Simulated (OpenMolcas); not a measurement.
**Ti³⁺ among point charges: CASSCF and CASPT2 levels and susceptibility**

How does a field of 6 point charges split the states of Ti³⁺, and what χT follows?

The numbers are computed with OpenMolcas 26.06 (state-averaged CASSCF and CASPT2, spin-orbit coupling by RASSI with atomic mean-field integrals), except any that are marked as measured or tabulated.

1 further run of the same task is left out (it didn't finish).

## Step 1: What is computed

```
Species                           : Ti³⁺ (titanium, Z = 22, 19 electrons)
Basis                             : ANO-RCC-VDZP [5s4p2d1f], 34 functions
Scalar Hamiltonian                : DKH2, point nucleus
Inactive shells                   : 1s 2s 2p 3s 3p
Active space                      : 1 electron in 5 orbitals (3d)
Some configurations of this space : 3d
Orbitals                          : optimised for each spin and parity, averaged over all roots
```

The outer shells:

3d
```
3d [↑ ][  ][  ][  ][  ]
```

The ion sits among 6 point charges of -2.2 e arranged as a tetragonal octahedron (D4h), 1.9 Å from the ion, with the axial distance 2.375 Å.

The work runs as a chain of OpenMolcas steps in one folder; each step below is one input file. Labels, J, g values, rates, χT and fits are worked out afterwards by a script from the matrices that RASSI stores. The input lists half of the charges; inversion (Group=XYZ) makes the rest.

## Step 2: Basis and integrals

a.inp

```
&GATEWAY
Coord
1

Ti 0.0 0.0 0.0
Basis=ANO-RCC-VDZP
Group=XYZ
NoMove
AngMom=0.0 0.0 0.0
AMFI
XField
3 Angstrom 0
1.900000 0.000000 0.000000 -2.200000
0.000000 1.900000 0.000000 -2.200000
0.000000 0.000000 2.375000 -2.200000
&SEWARD
```

## Step 3: Reference wave functions, doublets of even parity, 5 roots

a.inp

```
&RASSCF
FileOrb=start.orb
Symmetry=1
Spin=2
nActEl=1 0 0
Inactive=3 6
Ras2=5 0
CIRoot=5 5 1
SDav=5
CIMx=300
Iter=120 100
PrWF=0.3
OrbListing=Nothing
MaxOrb=0
>>> COPY $Project.JobIph JOB001
```

start.orb holds the contracted functions of the basis, ordered by shell, or the orbitals of the step before.

## Step 4: RASSI: spin-orbit coupling between the states

a.inp

```
&RASSI
NrOfJobIphs=1 5
1 2 3 4 5
IphNames
JOB001
EJob
SpinOrbit
DIPRint=1.0
SOCoupling=1000.0
Subsets=2
Property=9
'ANGMOM' 1 'ANGMOM' 2 'ANGMOM' 3 'MLTPL  1' 1 'MLTPL  1' 2 'MLTPL  1' 3
'AMFI' 1 'AMFI' 2 'AMFI' 3
SOProperty=3
'ANGMOM' 1 'ANGMOM' 2 'ANGMOM' 3
```

## Step 5: CASPT2: IPEA 0.25, imaginary shift 0.1 (closed shells correlated: 3s 3p)

a.inp

```
>>> COPY JOB001 $Project.JobIph
&CASPT2
Multistate=5 1 2 3 4 5
NoMult
Frozen=2 3
IPEA=0.25
Imaginary=0.1
MaxIter=60
WThr=0.0 0.3 0.05
PrWF=0.5
NoMix
```

(Steps that only read results are left out.)

Q: Predict the outcome of this session. Wanted: spin-free ground state; first state of the same spin within the active space; lowest level; next level.

The runs gave:

| quantity | value |
| --- | --- |
| method | SS-CASPT2, IPEA 0.25, imaginary shift 0.1 (closed shells correlated: 3s 3p) |
| spin-free ground state | 2E, 2-fold in its orbital part |
| first state of the same spin within the active space | 2A1 at 3560 cm⁻¹ |
| lowest level | 2-fold E1/2, g = 0.00, 0.23, 0.23 |
| next level | 145.5 cm⁻¹ |
| χT at 300 K | 0.43 cm³ K/mol |
| effective moment at 300 K | 1.85 μB |

Cost by method:

```
                                              method  time of its own steps  time with the reference
                                           A. CASSCF                  1.3 s                    1.3 s
B. SS-CASPT2, IPEA 0.25, imaginary shift 0.1, +3s 3p                 0.37 s                    1.7 s
```

Times are of one thread on a shared host.

In words: The spin-free ground state (2E) comes to 100 % from free-ion D terms and keeps the highest spin of the shell. χT at 300 K is 0.43, against 0.38 cm³ K/mol for the spin alone, so orbital moment adds to it. The field of point charges can differ much from that of real complexes. This is an electrostatic model: the charges have no orbitals.
